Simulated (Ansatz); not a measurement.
# Ni3Pt (I4/mmm) in Ansatz: reference runs

Aim: a first look at Ni3Pt with PBEsol, on the cell as given and on a disturbed one.

Program: Ansatz 0.2.0. These are calculated values, not measurements. Logs are shortened: lines on timing, memory, paths and dates and some standing lists are left out, and cuts for length are marked.

### 1 The crystal as given

It takes space group I4/mmm (No. 139, tetragonal). The conventional cell has a = 3.630 Å, b = 3.630 Å, c = 7.207 Å, α = 90.00°, β = 90.00°, γ = 90.00°. Around Pt (site symmetry 4/mmm) lie 12 Ni at 2.56 to 2.57 Å. Ni (site symmetry 4/mmm) has 8 Ni at 2.56 Å and 4 Pt at 2.57 Å as nearest neighbours. Around Ni (site symmetry -4m2) lie 4 Pt at 2.56 Å and 8 Ni at 2.56 to 2.57 Å.

The cell comes from a database or a generator and needn't be the stable form of this composition.

### 2 Single point, PBEsol, collinear spin, ferromagnetic start

File input.yaml:

```yaml
crystal:
  lattice:
    - [-1.81486819, 1.81486819, 3.6033856]
    - [1.81486819, -1.81486819, 3.6033856]
    - [1.81486819, 1.81486819, -3.6033856]
  atoms:
    - { symbol: Pt, position: [0.0, 0.0, 0.0] }
    - { symbol: Ni, position: [0.5, 0.5, 0.0], spin: 1.0 }
    - { symbol: Ni, position: [0.25, 0.75, 0.5], spin: 1.0 }
    - { symbol: Ni, position: [0.75, 0.25, 0.5], spin: 1.0 }
kpoints:
  mp_grid: { grid: [10, 10, 10] }
scf:
  occupations: { method: fermi_dirac, width: 0.05 }
hamiltonian:
  xc: pbesol
  pseudopotentials: { kind: all_electron, lapw: { basis_error: 0.001 } }
magnetization:
  spin_polarized: true
output:
  forces: true
  stress: true
  eigenvalues: true
  populations: true
```

Potentials or basis: all-electron LAPW, scalar-relativistic.

Command:

```sh
$ ansatz run input.yaml --threads 4 --pin off --max-ram 12288MiB --backend cpu --events-out ev --progress --plain --runs-dir out
```

The program printed:

```text
Warning: RAYON_NUM_THREADS=4 ignored (pool sized by the plan → 4); use --threads N
Pt: projections on atomic orbitals take those of the free atom 1s2 2s2 2p6 3s2 3p6 3d10 4s2 4p6 4d10 4f14 5s2 5p6 5d9 6s1, of charge +0.00 (hamiltonian.pseudopotentials.projection_atoms)
Ni: projections on atomic orbitals take those of the free atom 1s2 2s2 2p6 3s2 3p6 3d8 4s2, of charge +0.00 (hamiltonian.pseudopotentials.projection_atoms)
LAPW: plane waves up to 9.003 Å⁻¹, error target 1.0e-3 eV per atom; small_component_spin mean_spin; Ni in spheres of 1.247 Å, 18 of its electrons in bands, Dirac shells []; Pt in spheres of 1.310 Å, 42 of its electrons in bands, Dirac shells [] (how accurate: hamiltonian.pseudopotentials.lapw.basis_error, Limitations)
Engine: ansatz 0.2.0, aarch64-unknown-linux-gnu
Pseudopotentials: kind: all_electron
Pseudopotential: Pt, LAPW, valence charge 42, lapw/all_electron/scalar/gaussian/Pt, Koelling and Harmon's equation, gaussian nucleus
Pseudopotential: Ni, LAPW, valence charge 18, lapw/all_electron/scalar/gaussian/Ni, Koelling and Harmon's equation, gaussian nucleus
Functional definition: PBEsol
  exchange = pbesol_x
  correlation = pbesol_c
Crystal: 4 atoms, lattice volume = 47.475 Å³
Basis set: ecut = 308.81141410580483 eV, 591 PW (Γ), FFT grids on a1+a3, a2+a3, a3, exchange–correlation at level 2
Bands: 60, of which v1, the nominal top of the filled ones, is band 48 counted from 1 (47 counted from 0)
Symmetry: 16 space group operations
Space group: I4/mmm (ITA 139), of the structure as read, at distance tolerance 3.6e-5 Å
Magnetic group: BNS 139.531 (UNI 1191), of the structure as read, at distance tolerance 3.6e-5 Å
k-points: 102 of 1000
Non-local potential: Pt, projectors of the file, none
Non-local potential: Ni, projectors of the file, none
Initial density: superposition of atomic densities (chi_scale 0.1, normalization cell)
Starting moments: Σ|m| = 3 μB on 3 of 4 sites
Initial wavefunctions: plane waves of lowest kinetic energy (no species holds an atomic orbital)
Functional: x = pbesol(κ = 0.804, μ = 0.12345679012345678), c = pbesol(β = 0.046)
iter 1 solved again at ethr=1.08e-2 eV; its pass at ethr=1.00e-1 eV (dr2=1.04e1 eV) is discarded
SCF iter   1: F=—  HF=-624865.224427 eV  |F-HF|=—  |Δ(HF+E_count)|=         —  Δρ=7.46e-2 (↑4.23e-2 ↓7.46e-2)  dr2=1.04e1  dr2_m=3.66e-1  M=1.180 μB ∫|m|=1.229 μB  β_m=0.30  ethr=1.08e-2  ⟨swp⟩=2.0  Hψ=80567  notcnv=0
Mixer restart at iter 1: flushing history
preconditioner: auto → Kerker (q_TF=auto, 3.068 Å⁻¹)  [metal: Δε(μ)=0.010 eV  Ē_g=11.057 eV  σ=0.050 eV  W_gap=0.05  n_scr=22 (ndim 8)  ℏωp=34.1 eV  f_vac=0.000  D(μ)=6.49/eV (n_scr^D=104)]
spin=Collinear: Kerker preconditioning applied to the charge; magnetization (m = ρ↑ − ρ↓) channel mixes plain (no charge-response kernel on spin).
iter 2 solved again at ethr=9.68e-5 eV; its pass at ethr=1.08e-2 eV (dr2=9.29e-2 eV) is discarded
SCF iter   2: F=—  HF=-624863.134548 eV  |F-HF|=—  |Δ(HF+E_count)|=    2.09e0  Δρ=9.48e-3 (↑9.48e-3 ↓6.30e-3)  dr2=9.31e-2  dr2_m=7.41e-3  M=2.504 μB ∫|m|=2.637 μB  β_m=0.27  ethr=9.68e-5  ⟨swp⟩=2.0  Hψ=62029  notcnv=0
SCF iter   3: F=—  HF=-624862.816234 eV  |F-HF|=—  |Δ(HF+E_count)|=   3.18e-1  Δρ=1.59e-2 (↑4.07e-3 ↓1.59e-2)  dr2=2.78e-1  dr2_m=2.77e-2  M=2.208 μB ∫|m|=2.341 μB  β_m=0.36  ethr=9.68e-5  ⟨swp⟩=2.0  Hψ=36744  notcnv=0
SCF iter   4: F=—  HF=-624862.809401 eV  |F-HF|=—  |Δ(HF+E_count)|=         —  Δρ=8.66e-3 (↑2.51e-3 ↓8.66e-3)  dr2=1.05e-1  dr2_m=6.24e-3  M=2.284 μB ∫|m|=2.456 μB  β_m=0.43  ethr=9.68e-5  ⟨swp⟩=2.0  Hψ=35266  notcnv=0
the basis was enlarged: its passes take 1.3 MiB over the memory plan, 4 of 4 planned eigensolver slots
SCF iter   5: F=—  HF=-624862.799549 eV  |F-HF|=—  |Δ(HF+E_count)|=         —  Δρ=2.36e-3 (↑2.12e-3 ↓2.36e-3)  dr2=1.51e-2  dr2_m=3.84e-4  M=2.350 μB ∫|m|=2.573 μB  β_m=0.43  ethr=9.68e-5  ⟨swp⟩=2.0  Hψ=34707  notcnv=0
Mixer restart at iter 5: flushing history
SCF iter   6: F=—  HF=-624862.800523 eV  |F-HF|=—  |Δ(HF+E_count)|=   9.74e-4  Δρ=2.78e-3 (↑1.94e-3 ↓2.78e-3)  dr2=2.07e-2  dr2_m=3.57e-4  M=2.340 μB ∫|m|=2.570 μB  β_m=0.40  ethr=1.58e-5  ⟨swp⟩=2.0  Hψ=34546  notcnv=0
SCF iter   7: F=—  HF=-624862.798797 eV  |F-HF|=—  |Δ(HF+E_count)|=   1.73e-3  Δρ=1.83e-3 (↑1.67e-3 ↓1.83e-3)  dr2=1.16e-2  dr2_m=1.13e-4  M=2.355 μB ∫|m|=2.588 μB  β_m=0.46  ethr=1.58e-5  ⟨swp⟩=2.0  Hψ=33579  notcnv=0
SCF iter   8: F=—  HF=-624862.798542 eV  |F-HF|=—  |Δ(HF+E_count)|=   2.55e-4  Δρ=1.03e-3 (↑1.03e-3 ↓8.65e-4)  dr2=2.32e-3  dr2_m=1.01e-4  M=2.370 μB ∫|m|=2.611 μB  β_m=0.29  ethr=1.21e-5  ⟨swp⟩=2.0  Hψ=33656  notcnv=0
SCF iter   9: F=—  HF=-624862.798262 eV  |F-HF|=—  |Δ(HF+E_count)|=   2.81e-4  Δρ=6.96e-4 (↑6.96e-4 ↓5.01e-4)  dr2=1.43e-3  dr2_m=1.54e-5  M=2.374 μB ∫|m|=2.622 μB  β_m=0.36  ethr=2.42e-6  ⟨swp⟩=2.0  Hψ=34547  notcnv=0
SCF iter  10: F=—  HF=-624862.798100 eV  |F-HF|=—  |Δ(HF+E_count)|=   1.61e-4  Δρ=2.93e-4 (↑2.93e-4 ↓1.43e-4)  dr2=1.31e-4  dr2_m=9.21e-6  M=2.383 μB ∫|m|=2.635 μB  β_m=0.54  ethr=1.49e-6  ⟨swp⟩=2.0  Hψ=34471  notcnv=0
SCF iter  11: F=—  HF=-624862.798090 eV  |F-HF|=—  |Δ(HF+E_count)|=   1.02e-5  Δρ=6.76e-5 (↑6.76e-5 ↓5.34e-5)  dr2=6.75e-6  dr2_m=5.66e-7  M=2.385 μB ∫|m|=2.636 μB  β_m=0.62  ethr=1.36e-7  ⟨swp⟩=2.0  Hψ=34542  notcnv=0
SCF iter  12: F=—  HF=-624862.798089 eV  |F-HF|=—  |Δ(HF+E_count)|=   9.87e-7  Δρ=1.91e-5 (↑1.87e-5 ↓1.91e-5)  dr2=1.18e-6  dr2_m=6.82e-9  M=2.385 μB ∫|m|=2.635 μB  β_m=0.81  ethr=7.04e-9  ⟨swp⟩=2.0  Hψ=34542  notcnv=0
SCF iter  13: F=—  HF=-624862.798089 eV  |F-HF|=—  |Δ(HF+E_count)|=   1.66e-7  Δρ=8.91e-6 (↑6.31e-6 ↓8.91e-6)  dr2=2.14e-7  dr2_m=4.45e-9  M=2.384 μB ∫|m|=2.635 μB  β_m=0.82  ethr=1.23e-9  ⟨swp⟩=2.0  Hψ=34542  notcnv=0
SCF iter  14: F=—  HF=-624862.798089 eV  |F-HF|=—  |Δ(HF+E_count)|=   2.37e-8  Δρ=4.17e-6 (↑2.19e-6 ↓4.17e-6)  dr2=3.25e-8  dr2_m=9.43e-10  M=2.384 μB ∫|m|=2.635 μB  β_m=0.82  ethr=2.23e-10  ⟨swp⟩=2.0  Hψ=34542  notcnv=0
SCF iter  15: F=—  HF=-624862.798089 eV  |F-HF|=—  |Δ(HF+E_count)|=   2.41e-8  Δρ=1.10e-6 (↑9.38e-7 ↓1.10e-6)  dr2=2.36e-9  dr2_m=4.74e-11  M=2.384 μB ∫|m|=2.635 μB  β_m=0.91  ethr=3.39e-11  ⟨swp⟩=2.0  Hψ=34542  notcnv=0
SCF iter  16: F=-624862.798089 eV  HF=-624862.798089 eV  |F-HF|=6.52e-9  |Δ(HF+E_count)|=  2.33e-10  Δρ=1.21e-6 (↑5.68e-7 ↓1.21e-6)  dr2=2.18e-9  dr2_m=8.10e-11  M=2.384 μB ∫|m|=2.635 μB  ethr=1.09e-11 (applied; sched 2.46e-12)  ⟨swp⟩=2.0  Hψ=34542  notcnv=0
SCF 1 converged in 16 iterations: F = -624862.798089 eV  dr2 = 2.18e-9
SCF converged after 16 iterations
Magnetization: 2.3845 μB (49.1922 up, 46.8078 down)
Absolute magnetization: 2.6351 μB (∫|ρ↑−ρ↓|)
Spin contamination: 0.0222 ħ² per cell (⟨S²⟩ above its minimum at these occupations)
Per-site moments (μB) at R_I (Å): [(0.38053371005546666, 1.3104337146798406), (0.6718490047164565, 1.246878017929853), (0.7067678811092257, 1.246878017929853), (0.7067678811092257, 1.246878017929853)]
Free energy (F): -624862.798089 eV
Harris-Foulkes:  -624862.798089 eV  (|F-HF|=6.52e-9)
Internal energy: -624862.748945 eV  (E = F + TS)
E sigma→0 (E₀):  -624862.773517 eV
Entropy (-TS):   -0.049144 eV (-12.286 meV/atom)
Fermi energy:    21.640332 eV
--- Per-component energies (eV) ---
  E_band       = -4277.415423
  E_kinetic    = 694692.924618
  E_xc         = -14639.627288
  E_electrostatic = -1304916.046274  (all electrons and nuclei)
  E_smearing   = -0.049144  (= −TS)
  E_closure    = 0.000000  (closes the sum)
  E_atoms      = -624832.218081  (free atoms, spherical and without spin; not in F)
  Σ components = -624862.798089   (vs F -624862.798089, Δ=0.00e0)
  Basis errors (estimates in eV, not in F): energy 2.4e-4 per atom: plane waves 2.1e-4 (1.1e-4 summed), levels above the bands 1.7e-120, relativity 3.2e-8, radial functions 3.3e-5, core shells 6.0e-7; eigenvalues (radial functions only) 9.2e-7; not estimated: angular momenta, meshes, grids; target (lapw.basis_error) 1.0e-3; muffin-tin radii Ni 1.247 Å, Pt 1.310 Å
--- Forces (eV/Å), atoms counted from 1 ---
  atom   1  Pt    -0.00000000     0.00000000     0.00000000
  atom   2  Ni     0.00000000    -0.00000000    -0.00000000
  atom   3  Ni    -0.00000000     0.00000000    -0.00000000
  atom   4  Ni     0.00000000     0.00000000     0.00000000
  max |Σ_I F_I| component: 1.27e-30 eV/Å
--- Stress (GPa, compression-positive) ---
       -4.262595       0.000000      -0.000000
        0.000000      -4.262595       0.000000
       -0.000000       0.000000      -3.915045
  P = ⅓ Tr σ = -4.1467 GPa (-41.467 kbar)
--- Band table (eV; the first three rows and the last of 204) ---
  k-point 0 ↑: bands = ["-281.6397", "-281.6397", "-281.6389", "-281.6125", "-281.6052", "-81.7121", "-81.6962", "-81.5870", "-77.1299", "-45.6108", "-45.5916", "-45.5869", "-45.5869", "-45.5715", "-45.5715", "-45.5672", "-42.2829", "-42.2599", "-42.2599", "-42.2533", "-42.1954", "-42.1954", "-42.1380", "-42.1380", "-42.0582", "-31.3311", "-31.3238", "-31.3238", "12.0100", "15.9465", "16.3149", "16.4695", "17.2350", "17.2350", "17.9971", "18.5672", "18.5672", "19.0592", "19.1109", "19.1109", "20.1411", "20.2656", "20.2720", "20.3293", "20.9966", "21.1805", "21.2898", "21.2898", "21.6965", "23.8245", "28.9105", "28.9105", "30.0816", "30.0816", "30.6016", "30.8202", "30.9883", "32.5000", "33.5857", "35.2041"]
  k-point 1 ↑: bands = ["-281.6397", "-281.6397", "-281.6389", "-281.6125", "-281.6052", "-81.7113", "-81.6969", "-81.5871", "-77.1299", "-45.6108", "-45.5916", "-45.5869", "-45.5869", "-45.5715", "-45.5715", "-45.5672", "-42.2813", "-42.2613", "-42.2563", "-42.2522", "-42.2015", "-42.1936", "-42.1398", "-42.1372", "-42.0585", "-31.3311", "-31.3253", "-31.3245", "12.2762", "16.0948", "16.4786", "16.5583", "17.0614", "17.3128", "18.0966", "18.3545", "18.6517", "19.0586", "19.1333", "19.1354", "20.1323", "20.2064", "20.2475", "20.3352", "20.6885", "20.9013", "21.0363", "21.2535", "21.4376", "24.7053", "28.0707", "28.1723", "28.2020", "29.0500", "31.1557", "32.3171", "33.0524", "33.4462", "33.8359", "34.0184"]
  k-point 2 ↑: bands = ["-281.6397", "-281.6397", "-281.6389", "-281.6125", "-281.6052", "-81.7092", "-81.6988", "-81.5873", "-77.1299", "-45.6108", "-45.5916", "-45.5869", "-45.5869", "-45.5715", "-45.5715", "-45.5672", "-42.2777", "-42.2641", "-42.2633", "-42.2319", "-42.2186", "-42.1891", "-42.1432", "-42.1353", "-42.0592", "-31.3311", "-31.3286", "-31.3261", "13.0403", "16.4452", "16.6204", "16.7668", "16.9473", "17.4642", "17.8821", "18.3914", "18.8943", "18.9748", "19.2539", "19.2752", "19.8095", "19.9046", "19.9455", "20.0572", "20.4124", "20.6830", "20.8077", "21.1337", "21.1602", "25.8886", "26.3342", "26.7101", "27.4683", "28.4102", "30.2956", "31.4341", "34.8511", "35.2503", "35.5863", "36.8085"]
  k-point 101 ↓: bands = ["-281.6004", "-281.5992", "-281.5992", "-281.5808", "-281.5735", "-80.8265", "-80.8112", "-80.7487", "-76.9004", "-45.5473", "-45.5346", "-45.5322", "-45.5322", "-45.5215", "-45.5215", "-45.5172", "-41.4181", "-41.4181", "-41.3987", "-41.3814", "-41.3280", "-41.3280", "-41.3039", "-41.3039", "-41.2864", "-31.0520", "-31.0520", "-31.0506", "14.3997", "15.5778", "15.7321", "16.7305", "16.9155", "16.9155", "17.4229", "19.0388", "19.8975", "20.2035", "20.6140", "20.6140", "20.7089", "20.7089", "21.2397", "21.3717", "21.7155", "21.8373", "21.9147", "22.1473", "22.1473", "22.3907", "23.6678", "23.6678", "30.6616", "32.0396", "34.1019", "34.9572", "34.9572", "36.3363", "39.3417", "39.3417"]
--- Löwdin populations: 4 sites ---
  site symbol       q [e]    m [muB]
     0     Pt     78.1141     0.4076
     1     Ni     27.7019     0.6664
     2     Ni     27.6862     0.7010
     3     Ni     27.6862     0.7010
  spilling = 0.005010 (of n_electrons = 162.000000)
```

It took 1.8 min on 4 threads of Arm Neoverse V1, shared host; peak memory 1.7 GiB.

Results:

```yaml
Free_energy: -624862.7981 eV
Pressure: -4.1 GPa
Band_gap_on_the_k_mesh: none (metal or under the smearing width)
Net_moment: 2.38 μB per cell
Absolute_moment: 2.64 μB per cell
Site_moments: Pt +0.38; Ni +0.67, +0.71 μB
```

### 3 Equation of state, PBEsol, collinear spin, ferromagnetic start

Potentials or basis: all-electron LAPW, scalar-relativistic.

No new run: the results of the series are fitted here.

Results:

```
Equilibrium volume                        : 11.66 Å³/atom
Bulk modulus at fixed shape and positions : 240 GPa
Pressure derivative of the bulk modulus   : 5.0
```

Energy against volume, from the lowest point:
| volume (Å³/atom) | energy (meV/atom) |
| --- | --- |
| 11.157 | 17.40 |
| 11.394 | 4.56 |
| 11.631 | 0.00 |
| 11.869 | 2.77 |
| 12.106 | 12.03 |
| 12.343 | 27.04 |
| 12.581 | 47.12 |

Caveat: the cell was scaled at fixed shape and fractional positions, which overstates the stiffness of a crystal with free parameters, most of all of layers and chains. Spin-orbit coupling is left out, which matters for the levels of Pt.

[end of part 1 of 2]
